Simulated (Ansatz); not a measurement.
# doublet [SnSiH3F3]+ at 6 levels

Aim: a comparison of 6 runs (UHF/3-21G, U-revPBE/def2-SVP, UBLYP/def2-SVP, UPBE/def2-SVP, USVWN5/def2-SVP, UCCSD(T)/def2-SVP) of doublet [SnSiH3F3]+. 

The calculation is run with Ansatz 0.2.0.

35 further runs of the same task are left out: 35 set aside as unsound or not needed. Runs told in other sessions of the task aren't counted.

## Step 1: Starting point

[SnSiH3F3]+: 8 atoms, total charge +1, spin state doublet. SMILES of the parent species: `[F][Sn]([F])([F])[SiH3]`. The shape is that of a PBE0-D4/def2-TZVP optimisation. That shape belongs to the parent species and isn't relaxed for this state.

Bond lengths: F1–Sn2 1.903 Å, Sn2–F3 1.903 Å, Sn2–F4 1.903 Å, Sn2–Si5 2.560 Å, Si5–H6 1.480 Å, Si5–H7 1.480 Å, Si5–H8 1.479 Å. Some angles: F1–Sn2–F3 103.4°, F1–Sn2–F4 103.4°, F1–Sn2–Si5 115.2°, F3–Sn2–F4 103.4°, F3–Sn2–Si5 114.9°, F4–Sn2–Si5 115.0°, Sn2–Si5–H6 106.5°, Sn2–Si5–H7 106.3°, Sn2–Si5–H8 106.6°, H6–Si5–H7 112.3°.

## Step 2: The energy at UHF/3-21G (run 1)

File job.yaml:

```yaml
crystal:
  periodic: [false, false, false]
  atoms:
    - symbol: F
      position_ang: [0.165300, -2.193800, 1.388300]
    - symbol: Sn
      position_ang: [0.794500, -0.774800, 0.288000]
    - symbol: F
      position_ang: [2.267700, -0.076200, 1.269200]
    - symbol: F
      position_ang: [1.622500, -1.679600, -1.166800]
    - symbol: Si
      position_ang: [-0.973200, 0.954100, -0.377000]
    - symbol: H
      position_ang: [-1.479100, 1.542100, 0.882900]
    - symbol: H
      position_ang: [-0.282200, 1.951000, -1.224200]
    - symbol: H
      position_ang: [-2.023600, 0.220100, -1.116300]
basis:
  gaussian:
    orbitals: 3-21G-spherical.json
total_charge: 1
magnetization:
  spin_polarized: true
  initial_magnetization: 1
hamiltonian:
  xc: hf
accuracy: high
output: {orbitals: {seedname: orbitals}}
```

The basis set 3-21G is read from a file made from the Basis Set Exchange's data (not shown).

Command:

```
$ ansatz run job.yaml --threads 1 --pin off --max-ram 2610MiB --events-out events.jsonl --progress --plain --runs-dir runs
```

What it wrote:

```text
Warning: RAYON_NUM_THREADS=1 ignored (pool sized by the plan → 1); use --threads N
Functional definition: HF
  name "HF"
  exchange = exact_x
  correlation = 0
1614 factors; integrals over basis functions are off by at most 7.2e-9 eV
mean field evaluation 1: about -179091.6088 eV, gradient 4.9e1 eV
mean field evaluation 2: about -179091.6501 eV, gradient 4.9e1 eV
mean field evaluation 4: about -179100.3139 eV, gradient 2.5e0 eV
mean field evaluation 8: about -179100.4037 eV, gradient 1.5e-1 eV
mean field evaluation 16: about -179100.4045 eV, gradient 1.5e-8 eV
mean field evaluation 32: about -179099.2801 eV, gradient 7.9e0 eV
mean field evaluation 64: about -179098.0047 eV, gradient 1.2e1 eV
mean field evaluation 96: about -179099.8669 eV, gradient 1.3e0 eV
mean field evaluation 128: about -179098.4377 eV, gradient 3.9e0 eV
mean field -179100.40453391 eV, -6581.8184680067 hartree, gradient 1.5e-8 eV, S^2 0.769672; 0 other end points of the search recorded, 0 dependent functions left out
reference -179100.40453391 eV, -6581.8184680067 hartree; 47, 46 occupied and 30, 31 virtual orbitals, 1614 factors
Total energy: -179100.40453391 eV, -6581.8184680067 hartree
```

Wall time 11 s (1 thread of Arm Neoverse V2, shared host); peak memory 0.37 GiB.

## Step 3: A single-point energy at U-revPBE/def2-SVP (core potential) (run 2)

File input.yaml:

```yaml
crystal:
  periodic: [false, false, false]
  atoms:
    - {symbol: F, position_ang: [0.165300, -2.193800, 1.388300]}
    - {symbol: Sn, position_ang: [0.794500, -0.774800, 0.288000]}
    - {symbol: F, position_ang: [2.267700, -0.076200, 1.269200]}
    - {symbol: F, position_ang: [1.622500, -1.679600, -1.166800]}
    - {symbol: Si, position_ang: [-0.973200, 0.954100, -0.377000]}
    - {symbol: H, position_ang: [-1.479100, 1.542100, 0.882900]}
    - {symbol: H, position_ang: [-0.282200, 1.951000, -1.224200]}
    - {symbol: H, position_ang: [-2.023600, 0.220100, -1.116300]}
basis:
  gaussian: {orbitals: def2-SVP}
hamiltonian: {xc: {name: revPBE}}
total_charge: 1
output: {orbitals: {seedname: orbitals}}
accuracy: high
magnetization: {spin_polarized: true, initial_magnetization: 1}
```

Command:

```
$ ansatz run input.yaml --threads 1 --pin off --max-ram 2610MiB --events-out events.jsonl --progress --plain --runs-dir runs
```

What it wrote:

```text
Warning: RAYON_NUM_THREADS=1 ignored (pool sized by the plan → 1); use --threads N
Functional definition: revPBE
  name "revPBE"
  parameter kappa = 1.245
  parameter beta = 0.06672455060314922
  exchange = pbe_x(kappa = kappa, mu = beta*pi^2/3)
  correlation = pbe_c(beta = beta)
2198 factors; integrals over basis functions are off by at most 5.1e-9 eV
mean field evaluation 1: about -21868.6311 eV, gradient 7.2e1 eV
mean field evaluation 2: about -21325.2882 eV, gradient 3.0e2 eV
mean field evaluation 4: about -21873.8696 eV, gradient 4.4e1 eV
mean field evaluation 8: about -21887.2910 eV, gradient 5.2e0 eV
mean field evaluation 16: about -21887.4224 eV, gradient 4.8e-3 eV
mean field evaluation 32: about -21887.4224 eV, gradient 2.9e-8 eV
mean field -21887.42242533 eV, -804.3479383033 hartree, gradient 2.9e-8 eV, S^2 0.752453; 6 other end points of the search recorded, 0 dependent functions left out
reference -21887.42243093 eV, -804.3479385088 hartree; 33, 32 occupied and 68, 69 virtual orbitals, 2198 factors
Total energy: -21887.42243093 eV, -804.3479385088 hartree
```

Run time: 22 s. Hardware: 1 thread of Arm Neoverse V2, shared host; peak memory 0.36 GiB.

Runs 3 to 5 aren't shown in full; the table further down has their settings and results.

## Step 4: The energy at UCCSD(T)/def2-SVP (core potential) (run 6)

File job.yaml:

```yaml
crystal:
  periodic: [false, false, false]
  atoms:
    - {symbol: F, position_ang: [0.165300, -2.193800, 1.388300]}
    - {symbol: Sn, position_ang: [0.794500, -0.774800, 0.288000]}
    - {symbol: F, position_ang: [2.267700, -0.076200, 1.269200]}
    - {symbol: F, position_ang: [1.622500, -1.679600, -1.166800]}
    - {symbol: Si, position_ang: [-0.973200, 0.954100, -0.377000]}
    - {symbol: H, position_ang: [-1.479100, 1.542100, 0.882900]}
    - {symbol: H, position_ang: [-0.282200, 1.951000, -1.224200]}
    - {symbol: H, position_ang: [-2.023600, 0.220100, -1.116300]}
basis:
  gaussian:
    orbitals: def2-SVP
total_charge: 1
magnetization:
  spin_polarized: true
  initial_magnetization: 1
correlation:
  method: ccsd_t
  frozen_orbitals: {F: 1, H: 0, Si: 5, Sn: 4}
accuracy: high
scf:
  omitted_lower_state_checks: [cluster_reference, increment]
```

Command:

```
$ ansatz run job.yaml --threads 1 --pin off --max-ram 2610MiB --events-out events.jsonl --progress --plain --runs-dir runs
```

What it wrote:

```text
Warning: RAYON_NUM_THREADS=1 ignored (pool sized by the plan → 1); use --threads N
[... 14 lines left out ...]
12 core orbitals not correlated: weight in the atoms' cores, before any rotation towards them, 1.000 or more for the frozen orbitals, at most 0.000 for the correlated occupied ones
[... 32 lines left out ...]
Total energy: -21836.33632887 eV, -802.4705588856 hartree
Checks for a lower state left out: cluster_reference, increment
```

Run time: 5.3 min. Hardware: 1 thread of Arm Neoverse V2, shared host; peak memory 1.7 GiB.

## Step 5: The series

```tsv
run	level	core potential	frozen core orbitals	energy (Eh)	HOMO energy (eV)	LUMO energy (eV)	⟨S²⟩	wall time
1	UHF/3-21G	none	–	-6581.818468	-19.43	-10.88	0.770	11 s
2	U-revPBE/def2-SVP (core potential)	def2-SVP	–	-804.347939	-14.59	-13.92	0.752	22 s
3	UBLYP/def2-SVP (core potential)	def2-SVP	–	-804.383855	-14.49	-13.84	0.752	23 s
4	UPBE/def2-SVP (core potential)	def2-SVP	–	-804.025292	-14.65	-13.99	0.752	21 s
5	USVWN5/def2-SVP (core potential)	def2-SVP	–	-801.047730	-14.79	-14.27	0.751	11 s
6	UCCSD(T)/def2-SVP (core potential)	def2-SVP	12	-802.470559	–	–	0.768	5.3 min
```

## Step 6: What came out

| quantity | value |
| --- | --- |
| run 6: total energy | -802.47056 Eh |
| run 6: correlation energy (12 core orbitals frozen) | -814.4 mEh |
| run 6: (T) correction | -18.48 mEh |
| run 6: ⟨S²⟩ of the reference determinant | 0.768 |
| run 6: T1 diagnostic | 0.022 |

What this shows: Totals of different functionals can't be ranked against each other. Some runs of one species differ in core potentials or relativity; totals across that change don't compare. In run 1 relativity is left out where basis or elements ask for it. All runs together took 6.7 min, the longest 5.3 min.
